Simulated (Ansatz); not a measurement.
**BH5SSiZn: geometry and vibrations**

Aim: relax BH5SSiZn from a cheap starting geometry, then compute its harmonic vibrations to see whether it is a minimum and to get the zero-point energy and entropy.

Computed with Ansatz 0.2.0, Gaussian basis. Level: RKS PBE0-D4/def2-TZVP.

The runs, in order: relaxation at PBE0-D4/def2-TZVP; harmonic vibrations at the same level.

1 further run of the same task is left out (set aside as unsound or not needed).

## 1. Starting geometry

SMILES `[BH2][Zn][S][SiH3]`, 9 atoms, charge 0, spin multiplicity 1.

Atoms are counted from 1 here; the program's logs count them from 0.

Bond lengths: B1–Zn2 2.052 Å, B1–H5 1.167 Å, B1–H6 1.166 Å, Zn2–S3 2.290 Å, S3–Si4 2.116 Å, Si4–H7 1.459 Å, Si4–H8 1.453 Å, Si4–H9 1.465 Å. Angles: Zn2–B1–H5 119.6°, Zn2–B1–H6 124.2°, H5–B1–H6 116.3°, B1–Zn2–S3 159.6°, Zn2–S3–Si4 111.1°, S3–Si4–H7 108.1°, S3–Si4–H8 104.5°, S3–Si4–H9 110.1°, H7–Si4–H8 112.7°, H7–Si4–H9 109.7°, H8–Si4–H9 111.6°.

The start is a GFN2-xTB geometry.

## 2. Relaxation at PBE0-D4/def2-TZVP

Input file in.yaml:

```yaml
crystal:
  periodic: [false, false, false]
  atoms:
    - {symbol: B, position_ang: [-0.767720, 2.557220, -1.687090]}
    - {symbol: Zn, position_ang: [-0.087790, 1.080210, -0.434950]}
    - {symbol: S, position_ang: [1.373150, -0.229720, 0.744760]}
    - {symbol: Si, position_ang: [0.477710, -2.067280, 1.291380]}
    - {symbol: H, position_ang: [-0.140570, 3.531770, -1.821530]}
    - {symbol: H, position_ang: [-1.748720, 2.484590, -2.313400]}
    - {symbol: H, position_ang: [-0.238620, -1.866710, 2.546470]}
    - {symbol: H, position_ang: [1.591930, -2.990110, 1.423250]}
    - {symbol: H, position_ang: [-0.459360, -2.499960, 0.251120]}
basis:
  gaussian: {orbitals: def2-TZVP}
hamiltonian: {xc: pbe0, dispersion: d4}
relax: {f_tol: 0.005, max_steps: 150}
```

The runs that follow: Vibrations by finite differences.

**Question.** What will the summary of the whole plan be? Wanted: point group; shift from the start; total energy; dispersion term; dipole moment; lowest, highest wavenumber; zero-point energy.

As calculated:

```
                  quantity            value
               point group               Cs
                     steps               19
shift from the start (rms)          0.632 Å
              total energy   -67876.8613 eV
           dispersion term         -175 meV
             dipole moment           1.62 D
lowest, highest wavenumber    67, 2663 cm⁻¹
         zero-point energy    29.1 kcal/mol
       entropy at 298.15 K  382.2 J/(mol K)
```

**Reading.** The relaxed geometry lies 0.63 Å (rms) from the start; the bond that changed most is Zn2–S3, from 2.290 to 2.187 Å. No mode is imaginary: a true minimum at this level. The stiffest mode, 2663 cm⁻¹, is a B–H stretch, and 5 modes under 200 cm⁻¹ make the vibrational entropy uncertain. Harmonic hybrid wavenumbers usually lie a few per cent above measured fundamentals. The largest Mulliken charge, -0.34 e, sits on S3.
